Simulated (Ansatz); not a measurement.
# C2H4BO+ (SMILES B1=C[OH+]C1): one structure at several levels

Aim: energy, forces and dipole at a structure displaced at random from a GFN2-xTB minimum, from CCSD(T) and from density functionals.

The runs use Ansatz 0.2.0, Gaussian basis; single points in def2-TZVPP.

Cores are frozen in the correlated methods.

### 1 The starting structure

SMILES `B1=C[OH+]C1`, 8 atoms, charge 1, spin multiplicity 1.

Atoms are counted from 1 here; the program's logs count them from 0.

Bond lengths: B1–C2 1.416 Å, B1–C4 1.555 Å, C2–O3 1.473 Å, C2–H5 1.050 Å, O3–C4 1.538 Å, O3–H6 1.007 Å, C4–H7 1.101 Å, C4–H8 1.069 Å. Angles: C2–B1–C4 98.2°, B1–C2–O3 86.1°, B1–C2–H5 151.1°, O3–C2–H5 122.8°, C2–O3–C4 96.5°, C2–O3–H6 113.5°, C4–O3–H6 110.7°, B1–C4–O3 79.2°, B1–C4–H7 119.3°, B1–C4–H8 121.3°, O3–C4–H7 109.9°, O3–C4–H8 109.5°, H7–C4–H8 111.7°.

Coordinates:

```xyz
8
charge 1, multiplicity 1
B    -0.5878    0.0503   -1.1106
C    -0.0105    1.1947   -0.5099
O     0.2922    0.3169    0.6331
C    -0.3835   -0.9438    0.0669
H     0.2660    2.2070   -0.5388
H     1.2781    0.1618    0.7707
H     0.3568   -1.7523   -0.0331
H    -1.1955   -1.2284    0.7015
```

### 2 CCSD(T)/def2-TZVPP

run/in.yaml reads:

```yaml
crystal:
  periodic: [false, false, false]
  atoms:
    - {symbol: B, position_ang: [-0.587800, 0.050300, -1.110600]}
    - {symbol: C, position_ang: [-0.010500, 1.194700, -0.509900]}
    - {symbol: O, position_ang: [0.292200, 0.316900, 0.633100]}
    - {symbol: C, position_ang: [-0.383500, -0.943800, 0.066900]}
    - {symbol: H, position_ang: [0.266000, 2.207000, -0.538800]}
    - {symbol: H, position_ang: [1.278100, 0.161800, 0.770700]}
    - {symbol: H, position_ang: [0.356800, -1.752300, -0.033100]}
    - {symbol: H, position_ang: [-1.195500, -1.228400, 0.701500]}
basis:
  gaussian: {orbitals: def2-TZVPP}
total_charge: 1
correlation: {method: ccsd_t}
output: {forces: true}
```

The command line of these runs was not kept.

### 3 PBE0-D4/def2-TZVPP

run/in.yaml, as its differences from that of step 2:

```diff
@@ -14,3 +14,3 @@
 total_charge: 1
-correlation: {method: ccsd_t}
-output: {forces: true}
+hamiltonian: {xc: pbe0, dispersion: d4}
+output: {forces: true, orbitals: {seedname: orbitals}}
```

### 4 wB97M-V/def2-TZVPP

run/in.yaml, as its differences from that of step 3:

```diff
@@ -14,3 +14,3 @@
 total_charge: 1
-hamiltonian: {xc: pbe0, dispersion: d4}
-output: {forces: true, orbitals: {seedname: orbitals}}
+hamiltonian: {xc: {name: wB97M-V}}
+output: {forces: true}
```

### 5 r2SCAN-D4/def2-TZVPP

run/in.yaml, as its differences from that of step 4:

```diff
@@ -14,3 +14,3 @@
 total_charge: 1
-hamiltonian: {xc: {name: wB97M-V}}
+hamiltonian: {xc: r2scan, dispersion: d4}
 output: {forces: true}
```

### 6 PBE-D4/def2-TZVPP

run/in.yaml, as its differences from that of step 5:

```diff
@@ -14,3 +14,3 @@
 total_charge: 1
-hamiltonian: {xc: r2scan, dispersion: d4}
+hamiltonian: {xc: pbe, dispersion: d4}
 output: {forces: true}
```

### 7 r2SCAN0-D4/def2-TZVPP

run/in.yaml, as its differences from that of step 6:

```diff
@@ -14,3 +14,3 @@
 total_charge: 1
-hamiltonian: {xc: pbe, dispersion: d4}
+hamiltonian: {xc: {name: r2SCAN0}, dispersion: d4}
 output: {forces: true}
```

### 8 B97M-V/def2-TZVPP

run/in.yaml, as its differences from that of step 7:

```diff
@@ -14,3 +14,3 @@
 total_charge: 1
-hamiltonian: {xc: {name: r2SCAN0}, dispersion: d4}
+hamiltonian: {xc: {name: B97M-V}}
 output: {forces: true}
```

(Steps that only read results are left out.)

What does the calculation give? Wanted: energy less free atoms, CCSD(T)/def2-TZVPP; RMS force component; RMS force error; HOMO and LUMO, PBE0-D4; T1 diagnostic.

The runs gave:

```
                                  quantity                                                                                             value
energy less free atoms, CCSD(T)/def2-TZVPP                                                                                        -21.071 eV
                       RMS force component                                                              0.798 to 0.933 eV/Å over the methods
                           RMS force error  PBE0-D4 0.301, wB97M-V 0.275, r2SCAN-D4 0.194, PBE-D4 0.233, r2SCAN0-D4 0.339, B97M-V 0.254 eV/Å
                    HOMO and LUMO, PBE0-D4                                                                               -12.57 and -9.07 eV
                             T1 diagnostic                                                                                             0.019
```

In words: Against CCSD(T) the functionals' energies less atoms differ by -2.099 to -0.387 eV, PBE-D4 by -2.099 eV. CCSD(T) in triple zeta still lacks some correlation energy of the bonds, so part of these gaps is its own basis error and they don't rank the functionals. The forces of r2SCAN-D4 come nearest to CCSD(T), those of r2SCAN0-D4 are farthest. Frozen-core CCSD(T) forces in triple zeta carry basis errors of their own, and this is one geometry, so small gaps rank nothing. The restricted Hartree–Fock reference is unstable towards an unrestricted one at one or more of these structures.
